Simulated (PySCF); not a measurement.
# C2H5FGaN: the cost of one run

The runs use PySCF 2.14.0, with density-fitted response routines of our own; the level of theory stands in each step. All values are computed, except where a source is named. Atoms count from 0, in the outputs and in this text.

### Step 1. The starting structure

10 atoms, charge 0, multiplicity 1; geometry from: GFN2-xTB. The atoms were then displaced at random by about 0.01 Å, so the start is not that level's minimum.

Bonds of the start (Å): C0–C1 1.24, C1–Ga2 1.97, Ga2–N3 2.15, Ga2–F4 1.76, C0–H5 1.03, Ga2–H6 1.52, N3–H7 1.04, N3–H8 1.01, N3–H9 1.03.

### Step 2. Geometry optimisation at PBE0-D3(BJ)/def2-SVP

Job settings and geometry (Å):

```
{"job": {"xc": "PBE0", "basis": "def2-SVP", "d3": "d3bj", "grid": 1, "shake": 0.01, "kind": "geom"}, "charge": 0, "multiplicity": 1}
C      2.770380     0.090430     0.522090
C      1.612690     0.208390     0.107000
Ga    -0.180070     0.355750    -0.694720
N     -1.431850    -0.203210     0.961910
F     -0.710400    -1.079530    -1.555070
H      3.728840     0.041150     0.891790
H     -0.699740     1.662980    -1.257650
H     -2.398970    -0.274730     0.595490
H     -1.151450    -1.147860     1.195720
H     -1.488980     0.325720     1.841160
```

The run is started by

```
> OMP_NUM_THREADS=1 python probes_run.py task.json out
```

One launch serves the whole session: the jobs run in the order shown.

Q: Estimate the wall time and peak memory of this first job on 1 thread of Arm Neoverse V1, shared host.

About 42 s, with a peak of 0.48 GiB.
